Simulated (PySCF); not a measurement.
# A gas-phase reaction: ClH2SbTe2 + BrH → BrH2SbTe2 + ClH, part 2 of 2

PySCF 2.14.0. Atoms count from 0, parts from 1. The steps go on from the part before.

## (5) Reaction energy: M06-2X-D3(0)/6-31G* Sb:def2-SVP Te:def2-SVP

The job: settings as JSON, then the geometry in Å.

```
{"job": {"kind": "react", "xc": "M06-2X", "basis": {"default": "6-31G*", "Sb": "def2-SVP", "Te": "def2-SVP"}, "disp": "d3zero", "grid": 4}, "charge": 0, "multiplicity": 1}
-1 ClH2SbTe2 charge 0 multiplicity 1
Cl     0.217950    -0.130770     2.415840
Sb    -0.369150    -0.749310     0.173910
Te     2.004390    -0.193540    -1.136430
Te    -1.482260     1.614480    -0.737030
H      2.553140    -1.713910    -0.734070
H     -2.912990     1.206180     0.013930

-1 BrH charge 0 multiplicity 1
Br     0.713920     0.010630    -0.003930
H     -0.708070    -0.007580     0.003640

+1 BrH2SbTe2 charge 0 multiplicity 1
Br    -0.523200     1.917600     1.572510
Sb     0.241480    -0.383960     0.787470
Te     1.856200     0.309460    -1.347750
Te    -1.849190    -0.980960    -0.931810
H      3.200580    -0.010370    -0.415600
H     -2.924940    -0.852930     0.335270

+1 ClH charge 0 multiplicity 1
Cl     0.642900     0.010020    -0.003710
H     -0.642000    -0.009170     0.004270
```

With the program's defaults for keys left out, this is: M06-2X-D3(0)/6-31G* Sb:def2-SVP Te:def2-SVP reaction energy of separated species, gas phase.

What it wrote:

```text
species 1 (ClH2SbTe2)
coarse grid: 35344 points
cycle   1  E = -1227.6956754463  dE = -7.232e+01  |g| = 4.878e+00  |ddm| = 1.524e+01
cycle   2  E = -1147.8473723066  dE =  7.985e+01  |g| = 1.016e+01  |ddm| = 2.182e+01
cycle   3  E = -1232.5940982421  dE = -8.475e+01  |g| = 2.584e+00  |ddm| = 2.011e+01
cycle   4  E = -1235.2469861882  dE = -2.653e+00  |g| = 2.332e+00  |ddm| = 7.880e+00
cycle   5  E = -1237.1539716029  dE = -1.907e+00  |g| = 8.920e-01  |ddm| = 3.611e+00
cycle   6  E = -1237.2627170233  dE = -1.087e-01  |g| = 6.623e-01  |ddm| = 1.818e+00
cycle   7  E = -1237.4528109025  dE = -1.901e-01  |g| = 1.588e-01  |ddm| = 1.185e+00
cycle   8  E = -1237.4658087547  dE = -1.300e-02  |g| = 3.717e-02  |ddm| = 4.277e-01
cycle   9  E = -1237.4664914114  dE = -6.827e-04  |g| = 1.305e-02  |ddm| = 8.876e-02
cycle  10  E = -1237.4665756022  dE = -8.419e-05  |g| = 3.135e-03  |ddm| = 3.096e-02
cycle  11  E = -1237.4665826009  dE = -6.999e-06  |g| = 2.032e-03  |ddm| = 1.275e-02
final grid: 155416 points
cycle  12  E = -1237.4675686476  dE = -4.017e-06  |g| = 3.971e-03  |ddm| = 1.525e-02
cycle  13  E = -1237.4675692343  dE = -5.868e-07  |g| = 3.885e-03  |ddm| = 1.197e-02
cycle  14  E = -1237.4675743555  dE = -5.121e-06  |g| = 1.718e-04  |ddm| = 5.857e-03
cycle  15  E = -1237.4675743754  dE = -1.990e-08  |g| = 9.129e-05  |ddm| = 5.170e-04
cycle  16  E = -1237.4675743827  dE = -7.250e-09  |g| = 3.657e-05  |ddm| = 3.804e-04
cycle  17  E = -1237.4675743835  dE = -7.849e-10  |g| = 8.231e-06  |ddm| = 9.601e-05
converged SCF energy = -1237.4675743835

species 2 (BrH)
coarse grid: 9808 points
cycle   1  E = -2574.4515844927  dE = -1.088e+00  |g| = 1.899e-01  |ddm| = 1.079e+00
cycle   2  E = -2574.4608289262  dE = -9.244e-03  |g| = 1.356e-01  |ddm| = 4.275e-01
cycle   3  E = -2574.4651666156  dE = -4.338e-03  |g| = 1.264e-02  |ddm| = 1.525e-01
cycle   4  E = -2574.4651801554  dE = -1.354e-05  |g| = 2.855e-03  |ddm| = 8.833e-03
cycle   5  E = -2574.4651821161  dE = -1.961e-06  |g| = 4.677e-04  |ddm| = 4.020e-03
final grid: 45896 points
cycle   6  E = -2574.4645579319  dE = -5.814e-08  |g| = 4.195e-04  |ddm| = 6.696e-04
cycle   7  E = -2574.4645579435  dE = -1.157e-08  |g| = 2.488e-04  |ddm| = 3.570e-04
cycle   8  E = -2574.4645579495  dE = -6.022e-09  |g| = 4.853e-06  |ddm| = 1.316e-04
cycle   9  E = -2574.4645579495  dE = -5.912e-12  |g| = 2.112e-06  |ddm| = 8.616e-06
converged SCF energy = -2574.4645579495

species 3 (BrH2SbTe2)
coarse grid: 36360 points
cycle   1  E = -3341.6488149627  dE = -7.362e+01  |g| = 4.759e+00  |ddm| = 1.538e+01
cycle   2  E = -3274.0293987991  dE =  6.762e+01  |g| = 1.028e+01  |ddm| = 2.810e+01
cycle   3  E = -3350.4780168570  dE = -7.645e+01  |g| = 1.504e+00  |ddm| = 2.630e+01
cycle   4  E = -3350.9317272840  dE = -4.537e-01  |g| = 9.057e-01  |ddm| = 3.702e+00
cycle   5  E = -3351.1768806048  dE = -2.452e-01  |g| = 1.713e-01  |ddm| = 1.364e+00
cycle   6  E = -3351.1872941390  dE = -1.041e-02  |g| = 4.040e-02  |ddm| = 3.896e-01
cycle   7  E = -3351.1879489617  dE = -6.548e-04  |g| = 2.154e-02  |ddm| = 1.106e-01
cycle   8  E = -3351.1881294148  dE = -1.805e-04  |g| = 5.984e-03  |ddm| = 4.522e-02
cycle   9  E = -3351.1881539056  dE = -2.449e-05  |g| = 2.754e-03  |ddm| = 2.055e-02
cycle  10  E = -3351.1881579172  dE = -4.012e-06  |g| = 5.559e-04  |ddm| = 6.827e-03
final grid: 156912 points
cycle  11  E = -3351.1867279468  dE = -2.507e-06  |g| = 7.533e-04  |ddm| = 7.418e-03
cycle  12  E = -3351.1867281157  dE = -1.688e-07  |g| = 6.630e-04  |ddm| = 2.740e-03
cycle  13  E = -3351.1867282597  dE = -1.440e-07  |g| = 1.139e-04  |ddm| = 1.066e-03
cycle  14  E = -3351.1867282689  dE = -9.205e-09  |g| = 5.918e-05  |ddm| = 3.831e-04
cycle  15  E = -3351.1867282715  dE = -2.650e-09  |g| = 2.376e-05  |ddm| = 2.144e-04
cycle  16  E = -3351.1867282720  dE = -4.484e-10  |g| = 4.562e-06  |ddm| = 7.854e-05
converged SCF energy = -3351.1867282720

species 4 (ClH)
coarse grid: 8792 points
cycle   1  E = -460.7337361735  dE = -4.653e-02  |g| = 2.136e-01  |ddm| = 9.985e-01
cycle   2  E = -460.7458453042  dE = -1.211e-02  |g| = 1.278e-01  |ddm| = 4.559e-01
cycle   3  E = -460.7506812948  dE = -4.836e-03  |g| = 6.172e-03  |ddm| = 1.732e-01
cycle   4  E = -460.7506939900  dE = -1.270e-05  |g| = 1.969e-03  |ddm| = 1.198e-02
cycle   5  E = -460.7506950477  dE = -1.058e-06  |g| = 4.215e-04  |ddm| = 2.932e-03
final grid: 44400 points
cycle   6  E = -460.7522995130  dE = -2.055e-06  |g| = 1.329e-03  |ddm| = 6.991e-03
cycle   7  E = -460.7522998743  dE = -3.613e-07  |g| = 8.384e-04  |ddm| = 3.134e-03
cycle   8  E = -460.7523000858  dE = -2.116e-07  |g| = 2.304e-05  |ddm| = 1.226e-03
cycle   9  E = -460.7523000861  dE = -2.430e-10  |g| = 9.006e-06  |ddm| = 5.535e-05
converged SCF energy = -460.7523000861

Reaction energy = -4.323 kcal/mol
```

Wall time 20 s (1 thread of Intel Xeon 6975P-C, shared host); peak memory 0.6 GiB.

Reaction energy at this level: -4.32 kcal/mol.

## (6) Comparing the runs

Energies in kcal/mol, with wall time:

```tsv
run	reaction	time
PBE0-D3(BJ)/def2-TZVP	-4.17	23 s
r2SCAN-D4/def2-TZVP	-3.54	59 s
PBE0-D3(0)/def2-TZVPD	-4.32	22 s
M06-2X-D3(0)/6-31G* Sb:def2-SVP Te:def2-SVP	-4.32	20 s
```

## (7) Summary of results

What follows sums up all 2 parts.

```
                                                quantity                    value
                 reaction energy (PBE0-D3(BJ)/def2-TZVP)           -4.17 kcal/mol
                     ΔH, ΔG at 298 K (xTB thermal terms)      -4.0, -3.7 kcal/mol
range of the reaction energy over the runs of this table  -4.32 to -3.54 kcal/mol
```

In words: The reaction is exothermic by 4.0 kcal/mol in the gas phase; dispersion gives -0.32, and xTB itself gave 1.89 for the electronic energy (xTB energies and thermal terms come from the earlier relaxation of each species, not shown). No barrier was sought. The reaction energy runs from -4.32 (M06-2X-D3(0)/6-31G* Sb:def2-SVP Te:def2-SVP) to -3.54 kcal/mol (r2SCAN-D4/def2-TZVP).
